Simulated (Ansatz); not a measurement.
# CH₇ClO₂Si₂: up Jacob's ladder to CCSD(T)

One table from this session's results is given with a row withheld; the runs are named, their logs left out.

Program: Ansatz 0.2.0, Gaussian basis. Level of theory: functionals in def2-TZVPP, the program's frozen cores in correlated methods. These are calculated values, not measurements.

Levels to be run: PBE-D4, r2SCAN-D4, PBE0-D4, B3LYP-D4, ωB97X-V, ωB97M-V, B2PLYP; CCSD(T)/def2-TZVPP; MP2/def2-QZVPP; extrapolation to the limit.

**The relaxed structure**

An earlier PBE0-D4 in a triple-zeta def2 set relaxation fixed the geometry.

SMILES `C[Si@H](O)[Si@@H](O)Cl`, 13 atoms, charge 0, spin multiplicity 1.

Atoms are counted from 1 here; the program's logs count them from 0.

Bond lengths: C1–Si2 1.866 Å, C1–H7 1.093 Å, C1–H8 1.092 Å, C1–H9 1.093 Å, Si2–O3 1.655 Å, Si2–Si4 2.345 Å, Si2–H10 1.497 Å, O3–H11 0.958 Å, Si4–O5 1.640 Å, Si4–Cl6 2.077 Å, Si4–H12 1.480 Å, O5–H13 0.959 Å. Angles: Si2–C1–H7 111.1°, Si2–C1–H8 111.2°, Si2–C1–H9 109.9°, H7–C1–H8 108.2°, H7–C1–H9 108.0°, H8–C1–H9 108.3°, C1–Si2–O3 112.8°, C1–Si2–Si4 111.2°, C1–Si2–H10 108.5°, O3–Si2–Si4 106.2°, O3–Si2–H10 110.2°, Si4–Si2–H10 107.7°, Si2–O3–H11 118.1°, Si2–Si4–O5 114.6°, Si2–Si4–Cl6 103.7°, Si2–Si4–H12 116.2°, O5–Si4–Cl6 110.5°, O5–Si4–H12 105.0° and more.

The first run:

File in.yaml:

```yaml
crystal:
  periodic: [false, false, false]
  atoms:
    - {symbol: C, position_ang: [0.176315, -0.559909, -1.880164]}
    - {symbol: Si, position_ang: [0.673387, 0.094987, -0.205429]}
    - {symbol: O, position_ang: [1.828308, -0.834134, 0.531114]}
    - {symbol: Si, position_ang: [-1.156503, 0.149301, 1.260438]}
    - {symbol: O, position_ang: [-0.850314, 0.850534, 2.711003]}
    - {symbol: Cl, position_ang: [-2.588656, 1.233183, 0.217078]}
    - {symbol: H, position_ang: [1.022041, -0.552267, -2.573278]}
    - {symbol: H, position_ang: [-0.198490, -1.583490, -1.809134]}
    - {symbol: H, position_ang: [-0.613425, 0.065207, -2.305037]}
    - {symbol: H, position_ang: [1.166091, 1.498845, -0.370538]}
    - {symbol: H, position_ang: [2.692094, -0.891128, 0.120304]}
    - {symbol: H, position_ang: [-1.769302, -1.157802, 1.588014]}
    - {symbol: H, position_ang: [-0.381554, 1.686674, 2.715639]}
basis:
  gaussian: {orbitals: def2-TZVPP}
hamiltonian: {xc: pbe, dispersion: d4}
output: {forces: true, orbitals: {seedname: orbitals}}
```

Launch:

```
$ ansatz run in.yaml --threads 2 --pin off --events-out ev --progress --plain --max-ram 31744MiB --backend cuda --devices 0, --max-vram 18GiB
```

Among the steps run: PBE-D4 (GGA); r2SCAN-D4 (meta-GGA); PBE0-D4 (hybrid); B3LYP-D4 (hybrid); ωB97X-V (range-separated); ωB97M-V (range-separated); B2PLYP (double hybrid); CCSD(T) in def2-TZVPP; MP2 in def2-QZVPP.

One of the session's tables, all rows but one given; the rest of the session is left out.

```
            method  atomisation energy (kJ/mol)
            PBE-D4                       4773.9
         r2SCAN-D4                       4747.3
           PBE0-D4                       4704.3
          B3LYP-D4                       4712.5
           ωB97X-V                       4756.2
           ωB97M-V                       4749.5
            B2PLYP                            ?
     HF/def2-TZVPP                       3472.7
    MP2/def2-TZVPP                       4698.0
   CCSD/def2-TZVPP                       4547.6
CCSD(T)/def2-TZVPP                       4613.0
           MP2/CBS                       4840.2
       CCSD(T)/CBS                       4755.2
```

Estimate the missing values for B2PLYP.

As computed: atomisation energy (kJ/mol): 4668.5. In the column «atomisation energy (kJ/mol)» it lies between CCSD(T)/def2-TZVPP (4613.0) and MP2/def2-TZVPP (4698.0).

Limits of these values: Free atoms (1 C, 2 Si, 2 O, 1 Cl, 7 H) were run apart at each level; the atomisation energy is their sum less the molecule, without zero-point or spin-orbit terms.
